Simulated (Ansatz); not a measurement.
**GaP (singlet): from Hartree-Fock to the top rungs, aug-cc-pVDZ**

One table from this session's results is given with a row withheld; the runs are named, their logs left out.

Program: Ansatz 0.2.0, Gaussian basis. Level of theory: aug-cc-pVDZ, core rule «outside noble gas», up to 19 orbitals frozen. These are calculated values, not measurements.

To be run: UHF; CCSD(T) on RHF; CCSD(T) on UHF; BCCD(T) on RHF; CISD; CCSDT(Q) on RHF; CCSDT(Q) on UHF.

22 further runs of the same task are left out: 2 for a known fault of the program, 8 that didn't finish, 12 set aside as unsound or not needed.

## The geometry

The geometry is a PBE0/def2-TZVPD stationary point (not a proven minimum) of the parent state, kept for this charge and spin. No spin-orbit coupling is included. The filled d shell of Ga may be among the frozen orbitals whatever the setting's name suggests; the logs give the count.

2 atoms, charge 0, spin multiplicity 1.

Atoms are counted from 1 here; the program's logs count them from 0.

Bond lengths: P1–Ga2 2.129 Å.

Set-up of the first run:

Contents of in.yaml:

```yaml
crystal:
  periodic: [false, false, false]
  atoms:
    - {symbol: P, position_ang: [0.000000, 0.000000, 0.000000]}
    - {symbol: Ga, position_ang: [0.000000, 0.000000, 2.129300]}
basis:
  gaussian: {orbitals: aug-cc-pVDZ}
magnetization: {spin_polarized: true, initial_magnetization: 0}
hamiltonian: {xc: hf}
output: {orbitals: {seedname: orbitals}}
```

Started as:

```bash
ansatz run in.yaml --threads 1 --pin off --events-out ev --progress --plain --max-ram 2393MiB
```

Steps of the session up to this table: UHF; CCSD(T) on RHF; CCSD(T) on UHF; BCCD(T) on RHF; CISD; CCSDT(Q) on RHF; CCSDT(Q) on UHF.

One of the session's tables, all rows but one given; the rest of the session is left out.

It belongs to the step «Misses and costs». 

```
   method  from RCCSDT(Q) (meV)
      UHF               +4282.4
     RMP2               +1076.9
     UMP2                +718.0
    RCCSD                +483.1
    UCCSD                 -18.4
 RCCSD(T)                 +84.0
 UCCSD(T)                -252.9
  BCCD(T)                     ?
   RCCSDT                 +56.5
   UCCSDT                -393.2
RCCSDT(Q)                     0
UCCSDT(Q)                -466.5
```

**Question.** Estimate the row for BCCD(T).

As computed: from RCCSDT(Q) (meV): +89.5. In the column «from RCCSDT(Q) (meV)» it lies between RCCSD(T) (+84.0) and RCCSD (+483.1).

Not comparable, so not listed: CISD (they don't share determinant, frozen orbitals or solution with the rows shown, or repeat one).

To keep in mind: The determinant is far from a pure spin state, so its energy mixes those of several spin states (harmless only where they are near-degenerate, as at dissociation). Left out of the table: RHF (another determinant or state than the rows shown). The program flags UCCSD(T), UCCSDT(Q) as in doubt, so those rows may rest on another solution; read them beside their warnings. Warnings: restricted reference is unstable; spin contamination; coupled cluster took another determinant than the lowest; large T1 diagnostic. Restricted and unrestricted rows rest on different reference determinants; where their highest levels disagree by more than a few hundredths of an eV, they describe different states and don't form one ladder.
